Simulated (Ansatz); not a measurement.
# AlGa3N4: the cost of one run

Method: DFT LDA, scalar-relativistic, plane waves, PAW, in Ansatz 0.2.0.

### 1 The starting structure

The structure is monoclinic, space group Pm (No. 6). Conventional cell: a = 5.146 Å, b = 3.167 Å, c = 5.484 Å, α = 90.00°, β = 90.04°, γ = 90.00°. Al (site symmetry m) has 4 N at 1.89 to 1.90 Å in its first shell of neighbours. Ga (site symmetry m) is surrounded by 4 N at 1.94 to 1.96 Å. Around Ga (site symmetry m) lie 4 N at 1.94 to 1.97 Å. Ga (site symmetry m) is surrounded by 4 N at 1.95 to 1.96 Å. Around N (site symmetry m) lie 1 Al at 1.89 Å and 3 Ga at 1.95 to 1.96 Å. Around N (site symmetry m) lie 2 Al at 1.90 Å and 2 Ga at 1.96 to 1.97 Å. Around N (site symmetry m) lie 4 Ga at 1.94 to 1.95 Å. N (site symmetry m) has 1 Al at 1.89 Å and 3 Ga at 1.95 Å in its first shell of neighbours.

Coordinates:

```cif
data_structure
_symmetry_space_group_name_H-M 'Pm'
_symmetry_Int_Tables_number 6
_cell_length_a 5.1456
_cell_length_b 3.1671
_cell_length_c 5.4837
_cell_angle_alpha 90.000
_cell_angle_beta 90.039
_cell_angle_gamma 90.000
_cell_volume 89.36
loop_
_atom_site_label
_atom_site_type_symbol
_atom_site_symmetry_multiplicity
_atom_site_Wyckoff_symbol
_atom_site_fract_x
_atom_site_fract_y
_atom_site_fract_z
_atom_site_occupancy
Al1 Al 1 b 0.00050 0.50000 0.66730 1
Ga1 Ga 1 b 0.49914 0.50000 0.33515 1
Ga2 Ga 1 a 0.49913 0.00000 0.83133 1
Ga3 Ga 1 a 0.99991 0.00000 0.16624 1
N1 N 1 b 0.11924 0.50000 0.34130 1
N2 N 1 a 0.11683 0.00000 0.82526 1
N3 N 1 a 0.62025 0.00000 0.16615 1
N4 N 1 b 0.63260 0.50000 0.66727 1
```

The structure comes from the Materials Project (structure only).

(A quick probe on a coarse mesh, which set the mesh and smearing, is not shown.)

### 3 Full relaxation

File input.yaml:

```yaml
crystal:
  lattice:
    - [5.1455897724, 0.0, 0.0]
    - [0.0, 3.16707762, 0.0]
    - [-0.0037175149, 0.0, 5.4836534091]
  atoms:
    - { symbol: Al, position: [0.00050108, 0.5, 0.6673044] }
    - { symbol: Ga, position: [0.49913931, 0.5, 0.33514653] }
    - { symbol: Ga, position: [0.49913488, 0.0, 0.83132616] }
    - { symbol: Ga, position: [0.99990822, 0.0, 0.16624089] }
    - { symbol: "N", position: [0.11923844, 0.5, 0.34129715] }
    - { symbol: "N", position: [0.11682905, 0.0, 0.82526452] }
    - { symbol: "N", position: [0.62024701, 0.0, 0.16615093] }
    - { symbol: "N", position: [0.63260202, 0.5, 0.66727042] }
basis:
  ecutwfc: 420
kpoints:
  mp_grid: { grid: [6, 8, 6] }
hamiltonian:
  xc: lda
scf:
  occupations: { method: gaussian, width: 0.02 }
output:
  forces: true
  stress: true
  eigenvalues: true
  write_density: true
  write_potential: true
  elf: true
  volumetric_format: npy
relax:
  adjacent_minimum: "off"
  f_tol: 0.005
  max_steps: 80
  cell: { stress_tol: 0.05 }
```

Command:

```bash
> ansatz run input.yaml --threads 4 --pin off --max-ram 12288MiB --backend cpu --events-out ev --progress --plain --runs-dir out
```

Q: Estimate wall time and peak memory on 4 threads of Oxide Virtual Turin-like (Zen 5), shared host.

About 61 s, with a peak of 0.64 GiB.
